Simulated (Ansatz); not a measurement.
**C2H5FSZn: up Jacob's ladder to CCSD(T)**

One table from this session's results is given with a row withheld; the runs are named, their logs left out.

The runs use Ansatz 0.2.0, Gaussian basis; functionals in def2-TZVPP, the program's frozen cores in correlated methods.

Levels to be run: LDA (SPW92), PBE-D4, revPBE-D4, BLYP-D4, r2SCAN-D4, B97M-V, PBE0-D4, B3LYP-D4, r2SCANh-D4, r2SCAN0-D4, HSE06-D4, BHLYP-D4, CAM-B3LYP-D4, LC-ωPBE, ωB97X-V, ωB97M-V, B2PLYP, PBE-QIDH; CCSD(T)/def2-SVP; CCSD(T)/def2-TZVPP; MP2/def2-QZVPP; extrapolation to the limit; RPA on PBE.

### The geometry

All runs share one geometry, relaxed beforehand with PBE0-D4 in a triple-zeta def2 set.

SMILES `[CH3][Zn][CH](F)S`, 10 atoms, charge 0, spin multiplicity 1.

Atoms are counted from 1 here; the program's logs count them from 0.

Bond lengths: C1–Zn2 1.934 Å, C1–H6 1.093 Å, C1–H7 1.093 Å, C1–H8 1.092 Å, Zn2–C3 1.971 Å, C3–F4 1.398 Å, C3–S5 1.795 Å, C3–H9 1.095 Å, S5–H10 1.344 Å. Angles: Zn2–C1–H6 110.7°, Zn2–C1–H7 111.0°, Zn2–C1–H8 110.8°, H6–C1–H7 108.0°, H6–C1–H8 108.2°, H7–C1–H8 108.1°, C1–Zn2–C3 177.9°, Zn2–C3–F4 112.3°, Zn2–C3–S5 111.1°, Zn2–C3–H9 112.1°, F4–C3–S5 111.5°, F4–C3–H9 106.5°, S5–C3–H9 102.9°, C3–S5–H10 99.1°.

Geometry (Å):

```tsv
atom	x (Å)	y (Å)	z (Å)
C1	-0.4575	0.3332	2.1110
Zn2	-0.0892	-0.2472	0.3027
C3	0.3107	-0.7722	-1.5547
F4	-0.8343	-1.1693	-2.2522
S5	1.1868	0.5335	-2.4199
H6	0.3871	0.1098	2.7672
H7	-0.6382	1.4100	2.1466
H8	-1.3403	-0.1732	2.5078
H9	1.0113	-1.6122	-1.6044
H10	0.4636	1.5875	-2.0041
```

The first run:

in.yaml

```yaml
crystal:
  periodic: [false, false, false]
  atoms:
    - {symbol: C, position_ang: [-0.457482, 0.333177, 2.110965]}
    - {symbol: Zn, position_ang: [-0.089223, -0.247168, 0.302733]}
    - {symbol: C, position_ang: [0.310668, -0.772179, -1.554715]}
    - {symbol: F, position_ang: [-0.834291, -1.169319, -2.252182]}
    - {symbol: S, position_ang: [1.186808, 0.533544, -2.419873]}
    - {symbol: H, position_ang: [0.387113, 0.109763, 2.767181]}
    - {symbol: H, position_ang: [-0.638203, 1.410048, 2.146569]}
    - {symbol: H, position_ang: [-1.340349, -0.173207, 2.507839]}
    - {symbol: H, position_ang: [1.011337, -1.612181, -1.604403]}
    - {symbol: H, position_ang: [0.463611, 1.587532, -2.004115]}
basis:
  gaussian: {orbitals: def2-TZVPP}
hamiltonian: {xc: lda}
output: {orbitals: {seedname: orbitals}}
```

Among the steps run: LDA; PBE-D4 (GGA); revPBE-D4 (GGA); BLYP-D4 (GGA); r2SCAN-D4 (meta-GGA); B97M-V (meta-GGA); PBE0-D4 (hybrid); B3LYP-D4 (hybrid); r2SCANh-D4 (hybrid); r2SCAN0-D4 (hybrid); HSE06-D4 (hybrid); BHLYP-D4 (hybrid); CAM-B3LYP-D4 (range-separated); LC-ωPBE (range-separated); ωB97X-V (range-separated); ωB97M-V (range-separated); B2PLYP (double hybrid); PBE-QIDH (double hybrid).

One table of the session follows, with a row left open; its other results are not shown here.

It belongs to the step «Frontier levels by functional». 

```
  functional  HOMO (eV)  gap (eV)
 LDA (SPW92)      -5.94      4.36
      PBE-D4      -5.76      4.41
   revPBE-D4      -5.68      4.45
     BLYP-D4      -5.62      4.33
   r2SCAN-D4      -5.99      4.96
      B97M-V          ?         ?
     PBE0-D4      -6.92      6.36
    B3LYP-D4      -6.72      5.87
  r2SCANh-D4      -6.42      5.66
  r2SCAN0-D4      -7.08      6.70
    HSE06-D4      -6.53      5.60
    BHLYP-D4      -8.00      8.07
CAM-B3LYP-D4      -8.26      8.47
     LC-ωPBE      -9.60     10.94
     ωB97X-V      -9.23     10.41
     ωB97M-V      -9.09      9.92
```

**Question.** Estimate the row for B97M-V.

**Answer.** HOMO (eV): -6.04; gap (eV): 4.77. In the column «HOMO (eV)» it lies between r2SCANh-D4 (-6.42) and r2SCAN-D4 (-5.99).
